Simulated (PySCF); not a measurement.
# C6H15P: the cost of one run

Programs: PySCF 2.14.0, with density-fitted response routines of our own. Each step states its level of theory. These are calculated values for one molecule in the gas phase, unless marked as measured. Atoms count from 0, in the outputs and in this text.

**1. Starting geometry**

22 atoms, charge 0, multiplicity 1; geometry from: GFN2-xTB.

Bonds of the start (Å): C0–C1 1.52, C1–P2 1.87, P2–C3 1.87, C3–C4 1.52, P2–C5 1.87, C5–C6 1.52, C0–H7 1.09, C0–H8 1.09, C0–H9 1.09, C1–H10 1.09, C1–H11 1.09, C3–H12 1.09, C3–H13 1.09, C4–H14 1.09, C4–H15 1.09, C4–H16 1.09, C5–H17 1.09, C5–H18 1.09, C6–H19 1.09, C6–H20 1.09, C6–H21 1.09.

**2. Geometry optimisation at PBE0-D3(BJ)/def2-SVP**

What the job is given:

```
{"job": {"xc": "PBE0", "basis": "def2-SVP", "d3": "d3bj", "grid": 1, "kind": "geom"}, "charge": 0, "multiplicity": 1}
C     -1.603856    -2.265110     0.330970
C     -0.268504    -1.547444     0.474271
P     -0.129222    -0.081077    -0.673277
C      1.553861     0.512546    -0.124334
C      2.680450    -0.317385    -0.724860
C     -1.159140     1.118848     0.319777
C     -1.214806     2.497914    -0.323352
H     -2.427190    -1.622389     0.634569
H     -1.765670    -2.559119    -0.704073
H     -1.625149    -3.159819     0.951280
H     -0.113202    -1.222990     1.507930
H      0.537450    -2.236442     0.208617
H      1.652274     1.546900    -0.463968
H      1.609413     0.505245     0.968660
H      2.601145    -0.332645    -1.809864
H      2.643079    -1.343762    -0.366500
H      3.648938     0.101614    -0.456098
H     -2.170256     0.706192     0.367143
H     -0.768553     1.184290     1.340044
H     -0.230302     2.960085    -0.341411
H     -1.886541     3.151497     0.231042
H     -1.574630     2.422436    -1.347417
```

Command:

```console
$ OMP_NUM_THREADS=1 python probes_run.py task.json out
```

This one command runs all jobs of the session in turn.

**Question.** How long does this first job take on 1 thread of Intel Xeon Platinum 8488C, shared host, and how much memory does it need?

About 54 s, with a peak of 0.77 GiB.
